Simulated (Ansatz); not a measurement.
What does this script print? It uses the Ansatz DFT code, driven from Python.

Script `energy_f3h3osi2.py`:
```python
import ansatz as az

geometry_ang = [
    ("F", (-0.3541, -1.976, 1.1843)),
    ("Si", (0.7127, -1.348, 0.1866)),
    ("O", (0.5456, 0.295, 0.1573)),
    ("Si", (-0.5476, 1.379, -0.1632)),
    ("F", (-1.136, 1.1062, -1.6714)),
    ("F", (-0.0208, 2.8652, -0.062)),
    ("H", (2.0835, -1.7291, 0.6932)),
    ("H", (0.5465, -1.877, -1.1795)),
    ("H", (-1.7414, 1.2382, 0.8376)),
]
molecule = az.Crystal.molecule()
for symbol, xyz in geometry_ang:
    molecule = molecule.atom(symbol, xyz)

calc = (
    molecule.calculation()
    .basis(gaussian="def2-SVP")
    .functional("PBE0")
)
res = calc.run(threads=1, backend="cpu")
data = res.report

print(f"E = {data['free_energy_ev']:.6f} eV = {data['free_energy_ev'] / 27.211386246:.7f} Ha")
print("converged:", data["converged"], " doubts:", data["published_state_doubts"] or "none")

state = data["mean_field"]["state"]
print(f"mean field: {state['energy']['hartree']:.7f} Ha, <S^2> = {abs(state['spin_squared']):.4f}, stability: {state.get('stability', {}).get('kind')}")
```

Output of `python energy_f3h3osi2.py`:
```text
E = -25979.041111 eV = -954.7121516 Ha
converged: True  doubts: none
mean field: -954.7121516 Ha, <S^2> = 0.0000, stability: minimum
```

Total energies depend on the basis set; only differences at equal settings carry meaning. The geometry is a force-field or estimated start, not a minimum of this method, and the basis set is short of its limit. Run time: 4.1 s on 1 thread of Arm Neoverse V1 (shared host), peak memory 0.27 GiB.

(Lines on the test bed's own set-up are left out of the output.)
